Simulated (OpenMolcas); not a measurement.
**Cu³⁺ among point charges: CASSCF and CASPT2 levels, g values and susceptibility**

Aim: the splitting of the states of Cu³⁺ in the field of 6 point charges, its lowest levels with spin-orbit coupling and its magnetic susceptibility.

Program: OpenMolcas 26.06. Level of theory: state-averaged CASSCF and CASPT2, spin-orbit coupling by RASSI with atomic mean-field integrals. These are calculated values, not measurements, unless marked.

## 1. The system

| Property | Result |
| --- | --- |
| Species | Cu³⁺ (copper, Z = 29, 26 electrons) |
| Basis | ANO-RCC-VDZP [5s4p2d1f], 34 functions |
| Scalar Hamiltonian | DKH2, point nucleus |
| Inactive shells | 1s 2s 2p 3s 3p |
| Active space | 8 electrons in 5 orbitals (3d) |
| Some configurations of this space | 3d⁸ |
| Orbitals | optimised for each spin and parity, averaged over all roots |

The outer shells:

3d8
```
3d [↑↓][↑↓][↑↓][↑ ][↑ ]
```

The ion sits among 6 point charges of -2 e arranged as a tetragonal octahedron (D4h), 2.1 Å from the ion, with the axial distance 1.995 Å.

Each step is its own input file, run in one work folder so that later steps find the files of earlier ones. Only the result sections of each output are shown. Labels, J, g values, rates, χT and fits are worked out afterwards by a script from the matrices that RASSI stores. The input lists half of the charges; inversion (Group=XYZ) makes the rest.

## 2. Basis and integrals

a.inp reads:

```
&GATEWAY
Coord
1

Cu 0.0 0.0 0.0
Basis=ANO-RCC-VDZP
Group=XYZ
NoMove
AngMom=0.0 0.0 0.0
AMFI
XField
3 Angstrom 0
2.100000 0.000000 0.000000 -2.000000
0.000000 2.100000 0.000000 -2.000000
0.000000 0.000000 1.995000 -2.000000
&SEWARD
```

On the command line:

```sh
OMP_NUM_THREADS=1 MOLCAS_MEM=1689 MOLCAS_PROJECT=a pymolcas a.inp > a.log
```

## 3. CASSCF: triplets of even parity, 10 roots

a.inp reads:

```
&RASSCF
FileOrb=start.orb
Symmetry=1
Spin=3
nActEl=8 0 0
Inactive=3 6
Ras2=5 0
CIRoot=10 10 1
SDav=10
CIMx=300
Iter=120 100
PrWF=0.3
OrbListing=Nothing
MaxOrb=0
>>> COPY $Project.JobIph JOB001
```

start.orb holds the contracted functions of the basis, ordered by shell, or the orbitals of the step before.

## 4. Reference wave functions, singlets of even parity, 15 roots

a.inp reads:

```
&RASSCF
FileOrb=start.orb
Symmetry=1
Spin=1
nActEl=8 0 0
Inactive=3 6
Ras2=5 0
CIRoot=15 15 1
SDav=15
CIMx=300
Iter=120 100
PrWF=0.3
OrbListing=Nothing
MaxOrb=0
>>> COPY $Project.JobIph JOB002
```

## 5. State interaction with spin-orbit coupling

a.inp reads:

```
&RASSI
NrOfJobIphs=2 10 15
1 2 3 4 5 6 7 8 9 10
1 2 3 4 5 6 7 8 9 10 11 12 13 14 15
IphNames
JOB001
JOB002
EJob
SpinOrbit
DIPRint=1.0
SOCoupling=1000.0
Subsets=2
Property=9
'ANGMOM' 1 'ANGMOM' 2 'ANGMOM' 3 'MLTPL  1' 1 'MLTPL  1' 2 'MLTPL  1' 3
'AMFI' 1 'AMFI' 2 'AMFI' 3
SOProperty=3
'ANGMOM' 1 'ANGMOM' 2 'ANGMOM' 3
```

## 6. CASPT2: IPEA 0.25, imaginary shift 0.1 (closed shells correlated: 3s 3p)

a.inp reads:

```
>>> COPY JOB001 $Project.JobIph
&CASPT2
Multistate=10 1 2 3 4 5 6 7 8 9 10
NoMult
Frozen=2 3
IPEA=0.25
Imaginary=0.1
MaxIter=60
WThr=0.0 0.3 0.05
PrWF=0.5
NoMix
>>> COPY JOB002 $Project.JobIph
&CASPT2
Multistate=15 1 2 3 4 5 6 7 8 9 10 11 12 13 14 15
NoMult
Frozen=2 3
IPEA=0.25
Imaginary=0.1
MaxIter=60
WThr=0.0 0.3 0.05
PrWF=0.5
NoMix
```

(Steps that only read results are left out.)

Before running it: what results should come out? Wanted: spin-free ground state; first state of the same spin; lowest level; next level.

As calculated:

```
                    quantity                                                                        value
                      method  SS-CASPT2, IPEA 0.25, imaginary shift 0.1 (closed shells correlated: 3s 3p)
      spin-free ground state                                              3B1, 1-fold in its orbital part
first state of the same spin                                                             3B2 at 2660 cm⁻¹
                lowest level                                                                    1-fold B2
                  next level                                                                    10.4 cm⁻¹
                 χT at 300 K                                                               2.32 cm³ K/mol
   effective moment at 300 K                                                                      4.31 μB
```

Cost by method:

| method | time of its own steps | time with the reference |
| --- | --- | --- |
| A. CASSCF | 4.7 s | 4.7 s |
| B. SS-CASPT2, IPEA 0.25, imaginary shift 0.1, +3s 3p | 1.5 s | 6.2 s |

Times are of one thread on a shared host.

In words: The spin-free ground state (3B1) comes to 100 % from free-ion F terms and keeps the highest spin of the shell. χT at 300 K is 2.32, against 1.00 cm³ K/mol for the spin alone, so orbital moment adds to it. Point charges give too small a field for d ions at true ligand charges. Point charges carry no covalency, so the field is a model and not that of real ligands.
